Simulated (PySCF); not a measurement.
# CH₅B₂F: NMR shifts at several levels of theory, part 2 of 2

PySCF 2.14.0. Atoms count from 0. Earlier steps stand in the parts before.

## (9) NMR shieldings: KT3/pcSseg-2

Job settings and geometry (Å):

```
{"job": {"kind": "nmr", "xc": "KT3", "basis": "pcSseg-2", "pop": false}, "charge": 0, "multiplicity": 1}
B     -1.261823     0.134794    -0.290562
C      0.038843    -0.643556     0.046637
B      1.190175     0.398389     0.214126
F      2.151584     0.469247    -0.694412
H     -1.774445     0.058839    -1.383305
H     -1.765143     0.863052     0.534858
H     -0.086493    -1.042265     1.072606
H      0.305495    -1.429005    -0.673671
H      1.260339     1.173696     1.141764
```

With the program's defaults for keys left out, this is: GIAO KT3/pcSseg-2 NMR shielding, non-relativistic, gas phase.

What it wrote:

```text
coarse grid: 7448 points
cycle   1  E = -193.4250843973  dE =  1.108e-01  |g| = 7.189e-01  |ddm| = 1.788e+00
cycle   2  E = -193.1797809559  dE =  2.453e-01  |g| = 1.391e+00  |ddm| = 1.259e+00
cycle   3  E = -193.5144277896  dE = -3.346e-01  |g| = 1.894e-01  |ddm| = 9.255e-01
cycle   4  E = -193.5217988126  dE = -7.371e-03  |g| = 5.980e-02  |ddm| = 1.421e-01
cycle   5  E = -193.5226716088  dE = -8.728e-04  |g| = 9.929e-03  |ddm| = 4.324e-02
cycle   6  E = -193.5226987687  dE = -2.716e-05  |g| = 3.729e-03  |ddm| = 1.224e-02
cycle   7  E = -193.5227025073  dE = -3.739e-06  |g| = 9.002e-04  |ddm| = 3.347e-03
final grid: 72088 points
cycle   8  E = -193.5286753445  dE = -2.180e-04  |g| = 2.523e-02  |ddm| = 8.538e-02
cycle   9  E = -193.5284134681  dE =  2.619e-04  |g| = 4.815e-02  |ddm| = 3.021e-02
cycle  10  E = -193.5287642362  dE = -3.508e-04  |g| = 1.964e-03  |ddm| = 2.109e-02
cycle  11  E = -193.5287650075  dE = -7.713e-07  |g| = 7.463e-04  |ddm| = 1.641e-03
cycle  12  E = -193.5287651520  dE = -1.445e-07  |g| = 1.341e-04  |ddm| = 5.525e-04
cycle  13  E = -193.5287651565  dE = -4.457e-09  |g| = 3.247e-05  |ddm| = 1.164e-04
cycle  14  E = -193.5287651567  dE = -2.704e-10  |g| = 7.612e-06  |ddm| = 3.223e-05
converged SCF energy = -193.5287651567

GIAO shielding tensors (ppm)
atom      isotropic    diamagn.    paramagn.     s11        s22        s33       span
  0 B       18.364     192.277    -173.914    -53.680    -19.348    128.119    181.800
  1 C      133.045     246.652    -113.608     67.126    138.686    193.322    126.197
  2 B       49.619     192.513    -142.894     -3.265     67.938     84.184     87.450
  3 F      164.589     468.068    -303.479    -14.823     64.025    444.565    459.388
  4 H       24.047      29.283      -5.236     17.835     26.818     27.488      9.653
  5 H       23.855      29.788      -5.933     17.163     27.001     27.399     10.236
  6 H       28.415      29.635      -1.219     25.983     28.234     31.029      5.045
  7 H       28.245      30.193      -1.949     26.514     27.455     30.764      4.250
  8 H       25.807      29.260      -3.453     24.451     24.957     28.013      3.563
```

Run time: 16 s. Hardware: 1 thread of Arm Neoverse V2, shared host; peak memory 0.74 GiB.

This run: δ C1 48.3, B0 80.3, B2 49.0, F3 -17.7, H4 7.40, H8 5.55 ppm (means over like atoms).

## (10) Nuclear shieldings: B97-D/pcSseg-2

Settings changed since step 9:

```diff
@@ -1,2 +1,2 @@
-{"job": {"kind": "nmr", "xc": "KT3", "basis": "pcSseg-2", "pop": false}, "charge": 0, "multiplicity": 1}
+{"job": {"kind": "nmr", "xc": "B97-D", "basis": "pcSseg-2", "pop": false}, "charge": 0, "multiplicity": 1}
 B     -1.261823     0.134794    -0.290562
```

Method: GIAO B97-D/pcSseg-2 NMR shielding, non-relativistic, gas phase.

What it wrote:

```text
coarse grid: 7448 points
cycle   1  E = -190.5677298800  dE =  8.607e-02  |g| = 6.746e-01  |ddm| = 1.867e+00
cycle   2  E = -190.3782437626  dE =  1.895e-01  |g| = 1.254e+00  |ddm| = 1.064e+00
cycle   3  E = -190.6488315469  dE = -2.706e-01  |g| = 1.759e-01  |ddm| = 7.504e-01
cycle   4  E = -190.6546555522  dE = -5.824e-03  |g| = 5.520e-02  |ddm| = 1.171e-01
cycle   5  E = -190.6553758954  dE = -7.203e-04  |g| = 8.281e-03  |ddm| = 3.781e-02
cycle   6  E = -190.6553944315  dE = -1.854e-05  |g| = 3.415e-03  |ddm| = 1.012e-02
cycle   7  E = -190.6553976463  dE = -3.215e-06  |g| = 7.849e-04  |ddm| = 2.927e-03
final grid: 72088 points
cycle   8  E = -190.6515298031  dE = -1.483e-04  |g| = 1.832e-02  |ddm| = 4.419e-02
cycle   9  E = -190.6513947624  dE =  1.350e-04  |g| = 3.502e-02  |ddm| = 2.100e-02
cycle  10  E = -190.6515756228  dE = -1.809e-04  |g| = 1.791e-03  |ddm| = 1.466e-02
cycle  11  E = -190.6515763272  dE = -7.044e-07  |g| = 3.745e-04  |ddm| = 1.414e-03
cycle  12  E = -190.6515763660  dE = -3.884e-08  |g| = 9.039e-05  |ddm| = 3.725e-04
cycle  13  E = -190.6515763683  dE = -2.272e-09  |g| = 2.596e-05  |ddm| = 8.945e-05
cycle  14  E = -190.6515763685  dE = -1.710e-10  |g| = 7.451e-06  |ddm| = 2.488e-05
converged SCF energy = -190.6515763685

GIAO shielding tensors (ppm)
atom      isotropic    diamagn.    paramagn.     s11        s22        s33       span
  0 B       15.073     192.432    -177.359    -58.503    -22.672    126.394    184.897
  1 C      129.636     247.594    -117.958     61.751    135.181    191.975    130.224
  2 B       46.342     192.399    -146.058     -8.346     65.247     82.124     90.470
  3 F      167.028     467.436    -300.408     -9.681     59.155    451.611    461.291
  4 H       24.023      29.458      -5.435     17.658     26.871     27.541      9.883
  5 H       23.820      29.845      -6.025     16.966     27.013     27.481     10.514
  6 H       28.484      29.744      -1.260     26.070     28.389     30.993      4.923
  7 H       28.306      30.328      -2.022     26.607     27.597     30.714      4.106
  8 H       25.789      29.388      -3.599     24.507     24.900     27.961      3.454
```

It took 16 s on 1 thread of Arm Neoverse V2, shared host; peak memory 0.87 GiB.

In short: δ C1 49.4, B0 81.3, B2 50.0, F3 -12.9, H4 7.47, H8 5.61 ppm (means over like atoms).

## (11) Shielding tensors: B3LYP/pcSseg-2

Settings changed since step 10:

```diff
@@ -1,2 +1,2 @@
-{"job": {"kind": "nmr", "xc": "B97-D", "basis": "pcSseg-2", "pop": false}, "charge": 0, "multiplicity": 1}
+{"job": {"kind": "nmr", "xc": "B3LYP", "basis": "pcSseg-2", "pop": false}, "charge": 0, "multiplicity": 1}
 B     -1.261823     0.134794    -0.290562
```

Method: GIAO B3LYP/pcSseg-2 NMR shielding, non-relativistic, gas phase.

What it wrote:

```text
coarse grid: 7448 points
cycle   1  E = -190.7174879900  dE =  1.180e-01  |g| = 5.808e-01  |ddm| = 1.819e+00
cycle   2  E = -190.6519074701  dE =  6.558e-02  |g| = 8.827e-01  |ddm| = 7.320e-01
cycle   3  E = -190.7788590238  dE = -1.270e-01  |g| = 9.736e-02  |ddm| = 4.356e-01
cycle   4  E = -190.7804823505  dE = -1.623e-03  |g| = 3.274e-02  |ddm| = 6.114e-02
cycle   5  E = -190.7807263586  dE = -2.440e-04  |g| = 3.520e-03  |ddm| = 2.031e-02
cycle   6  E = -190.7807297657  dE = -3.407e-06  |g| = 1.184e-03  |ddm| = 4.152e-03
final grid: 72088 points
cycle   7  E = -190.7843659858  dE = -7.905e-05  |g| = 5.093e-03  |ddm| = 2.635e-02
cycle   8  E = -190.7843629639  dE =  3.022e-06  |g| = 6.159e-03  |ddm| = 6.330e-03
cycle   9  E = -190.7843719125  dE = -8.949e-06  |g| = 2.475e-04  |ddm| = 3.563e-03
cycle  10  E = -190.7843719170  dE = -4.505e-09  |g| = 2.055e-04  |ddm| = 2.295e-04
cycle  11  E = -190.7843719237  dE = -6.705e-09  |g| = 4.026e-05  |ddm| = 1.034e-04
cycle  12  E = -190.7843719240  dE = -2.900e-10  |g| = 9.668e-06  |ddm| = 2.677e-05
converged SCF energy = -190.7843719240

GIAO shielding tensors (ppm)
atom      isotropic    diamagn.    paramagn.     s11        s22        s33       span
  0 B        7.824     190.350    -182.525    -70.324    -33.089    126.885    197.209
  1 C      128.346     245.325    -116.980     56.884    135.288    192.865    135.980
  2 B       41.784     190.701    -148.917    -19.210     62.481     82.081    101.291
  3 F      169.292     467.253    -297.961    -11.938     61.999    457.814    469.752
  4 H       23.899      29.230      -5.331     17.354     26.831     27.511     10.157
  5 H       23.690      29.552      -5.863     16.633     27.084     27.353     10.720
  6 H       28.574      29.644      -1.070     25.994     28.677     31.052      5.058
  7 H       28.331      30.284      -1.953     26.673     27.616     30.705      4.032
  8 H       25.797      29.237      -3.440     24.459     24.904     28.029      3.570
```

Run time: 10 s. Hardware: 1 thread of Arm Neoverse V2, shared host; peak memory 0.92 GiB.

Key values: δ C1 50.8, B0 88.6, B2 54.6, F3 0.5, H4 7.59, H8 5.59 ppm (means over like atoms).

## (12) Comparing the runs: NMR shifts

Shifts (ppm), means over like atoms, with basis size and wall time:

```
           run    C1    H4    H8    H6    B0    B2     F3  functions   time
   HF/pcSseg-2  38.0  7.12  5.15  2.25  81.1  52.4    2.9        214  5.1 s
  LDA/pcSseg-2  64.5  8.27  5.98  3.67  97.6  56.6   11.2        214   13 s
  PBE/pcSseg-2  56.4  7.89  5.83  3.34  89.1  53.2    2.2        214   16 s
 BLYP/pcSseg-2  54.5  7.68  5.73  3.14  88.4  53.6   -2.3        214   17 s
 BP86/pcSseg-2  55.4  7.81  5.80  3.28  87.5  52.6   -1.0        214   16 s
 OPBE/pcSseg-2  50.7  7.73  5.74  3.28  82.4  49.7   -5.2        214   16 s
  KT2/pcSseg-2  53.4  7.67  5.70  3.22  83.7  50.2  -12.9        214   16 s
  KT3/pcSseg-2  48.3  7.40  5.55  3.02  80.3  49.0  -17.7        214   16 s
B97-D/pcSseg-2  49.4  7.47  5.61  3.00  81.3  50.0  -12.9        214   16 s
B3LYP/pcSseg-2  50.8  7.59  5.59  2.94  88.6  54.6    0.5        214   10 s
```

## (13) Results

The summary covers parts 1 to 2.

| quantity | value |
| --- | --- |
| 13C shifts against TMS (HF/pcSseg-2) | 38.0 ppm |
| 1H shifts against TMS (HF/pcSseg-2, means over atoms taken as alike) | 7.12, 5.15, 2.25 ppm |
| 11B shifts against BF3·OEt2 (HF/pcSseg-2) | 81.1, 52.4 ppm |
| 19F shifts against CFCl3 (HF/pcSseg-2) | 2.9 ppm |
| range of the shift of F3 | -17.7 to 11.2 ppm |

What this shows: Single values in the summary come from the first run of each kind that ended normally (HF/pcSseg-2), which need not be the best level. At HF/pcSseg-2: Shielding is most anisotropic at F3 (span 404 ppm, paramagnetic term -225 ppm). Across the 10 runs the shift of F3 moves most, between -17.7 (KT3/pcSseg-2) and 11.2 ppm (LDA/pcSseg-2).
